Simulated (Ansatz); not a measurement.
# AlGa2Sb3: the band gap up the ladder of functionals

One table from this session's results is given with a row withheld; the runs are named, their logs left out.

Program: Ansatz 0.2.0. PAW datasets, plane waves. (Calculated; spin-unpolarised; the phase may be known or hypothetical.)

## The system as given

The cell was relaxed beforehand with r2SCAN.

The symmetry is Imm2 (No. 44, orthorhombic); a = 4.353 Å, b = 13.044 Å, c = 6.141 Å in the conventional setting, 29.06 Å³ an atom. Near Al stand 4 Sb at 2.67 Å; near Sb stand 2 Ga at 2.66 Å and 2 Al at 2.67 Å; near Ga stand 4 Sb at 2.66 Å; near Sb stand 3 Ga at 2.66 Å and 1 Al at 2.67 Å.

The structure in full:

```
Al Sb Ga
1.0
    -2.17638    6.52216    3.07064
     2.17638   -6.52216    3.07064
     2.17638    6.52216   -3.07064
Al Sb Ga
1 3 2
Direct
  0.99924 0.99924 0.00000
  0.74793 0.24793 0.50000
  0.41847 0.25125 0.16722
  0.08403 0.25125 0.83278
  0.66725 0.00017 0.66709
  0.33308 0.00017 0.33291
```

The first run:

input.yaml reads:

```yaml
crystal:
  lattice:
    - [-2.176378193, 6.5221638584, 3.0706437565]
    - [2.176378193, -6.5221638584, 3.0706437565]
    - [2.176378193, 6.5221638584, -3.0706437565]
  atoms:
    - { symbol: Al, position: [-0.0007644619, -0.0007644619, 0.0] }
    - { symbol: Sb, position: [0.7479251345, 0.2479251345, 0.5] }
    - { symbol: Ga, position: [0.6672541119, 0.000165978, 0.6670881339] }
    - { symbol: Sb, position: [0.4184736087, 0.2512536857, 0.167219923] }
    - { symbol: Ga, position: [0.3330778441, 0.000165978, 0.3329118661] }
    - { symbol: Sb, position: [0.0840337627, 0.2512536857, 0.832780077] }
kpoints:
  mp_grid: { grid: [8, 8, 8] }
  band_path:
    path:
      - [[0.0, 0.0, 0.0], [0.5, -0.5, 0.5], [0.2778371858535, -0.2778371858535, 0.7221628141465]]
      - [[-0.2778371858535, 0.2778371858535, 0.2778371858535], [0.0, 0.0, 0.0], [0.3054134852652, 0.3054134852652, -0.3054134852652]]
      - [[0.6945865147348, -0.3054134852652, 0.3054134852652], [0.5, -0.5, 0.5]]
      - [[0.0, 0.0, 0.0], [-1.586205770659e-17, 0.5, 1.586205770659e-17], [0.25, 0.25, 0.25], [0.5, -1.586205770659e-17, 1.586205770659e-17], [0.0, 0.0, 0.0], [1.276432850589e-17, -1.276432850589e-17, 0.5], [0.25, 0.25, 0.25]]
    npoints: 10
hamiltonian:
  xc: pbe
scf:
  occupations: { method: fermi_dirac, width: 0.02 }
  n_extra_bands: 5
output:
  forces: true
  stress: true
  eigenvalues: true
```

Run with:

```bash
$ ansatz run input.yaml --threads 4 --pin off --max-ram 6451MiB --backend cpu --events-out ev --progress --plain --runs-dir out
```

Among the steps run: PBE bands along the symmetry lines; r2SCAN; HSE06 at the same geometry; Single point with PBE+SOC; PBE0.

One of the session's tables, all rows but one given; the rest of the session is left out.

```
  level  gap (eV)
    PBE      0.43
 r2SCAN         ?
  HSE06      1.20
PBE+SOC      0.22
   PBE0      1.76
```

**Question.** Estimate the row for r2SCAN.

The run gave: gap (eV): 0.88. In the column «gap (eV)» it lies between PBE (0.43) and HSE06 (1.20).

Meshes: PBE 8×8×8, r2SCAN 8×8×8, HSE06 4×4×4, PBE+SOC 8×8×8, PBE0 4×4×4

Against HSE06, PBE is short by 0.77 eV, at 36 % of it, and r2SCAN 74 %. PBE0 lies 0.56 eV above HSE06, which differs from it by screening the long-range exchange.

Caveats from the session: Warnings in the runs' records: stress scf threshold loose, stress exchange threshold loose.
